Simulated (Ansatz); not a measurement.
# two structures of C: a comparison of enthalpies under pressure

Run with the Python package of Ansatz (0.2.0).

The script, `c.py`:
```python
import ansatz as az
import numpy as np
import pandas as pd

SCF_TOL = 1e-07
N_EMPTY = 12
XC = 'r2scan'
CUTOFF_EV = 600
KSPACING = 0.3
SMEARING = 'fermi_dirac'
WIDTH_EV = 0.05


def hcp(a_site, a):
    return (
        az.Lattice.from_parameters(a, a, 1.633 * a, alpha=90, beta=90, gamma=120)
        .space_group(194)
        .atom(a_site, (1 / 3, 2 / 3, 0.25))
    )


def sc(a_site, a):
    return (
        az.Lattice.cubic(a)
        .space_group(221)
        .atom(a_site, (0, 0, 0))
    )


def compute(name, crystal, pressure=0.0):
    calc = (
        crystal.calculation()
        .scf(tolerance=SCF_TOL, extra_bands=N_EMPTY)
        .functional(XC)
        .mixing('broyden', preconditioner='kerker')
        .basis(CUTOFF_EV)
        .kpoints(spacing=KSPACING)
        .occupations(SMEARING, width=WIDTH_EV)
    )
    calc = calc.relax(force_tolerance=0.03, cell=True, pressure=pressure)
    return calc.run(threads=1, backend='cpu')


def volume_per_atom(outcome):
    return abs(np.linalg.det(outcome.lattice.cell_ang)) / len(outcome.lattice.sites)

phases = {}
phases['hcp'] = hcp('C', 2.12)
phases['sc'] = sc('C', 1.95)

pressures = [0, 5, 10, 20]
enthalpy, volume = {name: [] for name in phases}, {name: [] for name in phases}
for p in pressures:
    for name, crystal in phases.items():
        o = compute(name, crystal, pressure=p)
        volume[name].append(volume_per_atom(o))
        enthalpy[name].append(o.report['energy_sigma0_ev'] / len(o.lattice.sites) + p * volume[name][-1] / 160.21766)
gap = np.array(enthalpy['sc']) - np.array(enthalpy['hcp'])
rows = [(p, va, vb, 1000 * d) for p, va, vb, d in zip(pressures, volume['hcp'], volume['sc'], gap)]
print(pd.DataFrame(rows, columns=['P (GPa)', 'V hcp (A^3/atom)', 'V sc (A^3/atom)', 'H(sc) - H(hcp) (meV/atom)']).round(4).to_string(index=False))
crossings = [p0 - g0 * (p1 - p0) / (g1 - g0) for p0, p1, g0, g1 in zip(pressures, pressures[1:], gap, gap[1:]) if g0 * g1 < 0]
print('crossing near', [round(float(p), 1) for p in crossings], 'GPa') if crossings else print('no crossing in this range')
```

`python c.py` gives:
```text
DeckWarning: relax.cell: scf.convergence.dr2_threshold = 1e-7 eV (the SCF's general default) is looser than the 2e-10 eV advised for a relaxation that steers and ends on the stress (1e-10 eV for each [...]
DeckWarning: relax.cell: scf.convergence.dr2_threshold = 1e-7 eV (the SCF's general default) is looser than the 1e-10 eV advised for a relaxation that steers and ends on the stress (1e-10 eV for each [...]
 P (GPa)  V hcp (A^3/atom)  V sc (A^3/atom)  H(sc) - H(hcp) (meV/atom)
       0            6.0806           5.4856                  -573.3254
       5            5.9743           5.4131                  -591.2551
      10            5.8780           5.3455                  -608.2679
      20            6.3386           5.2220                 -2017.8901
no crossing in this range
```
(Warnings from the package without file and line, shortened.)

What to keep in mind:
- The settings weren't tested for convergence.
- At a fixed pressure a relaxation lowers the enthalpy F + PV, while F alone can rise.
- For the metals among these phases the mesh is modest: differences between phases can be off by up to 40 meV an atom.
- Only these two structures are compared, at zero temperature and with their symmetry kept; either may be hypothetical, and another phase may be lower than both. Differences under about 40 meV an atom lie within the error of mesh and functional.
- The cells are prototypes set up for this calculation and needn't exist.
- It ran for 110 s on 1 thread of Arm Neoverse V2 (shared host), peak memory 0.45 GiB.
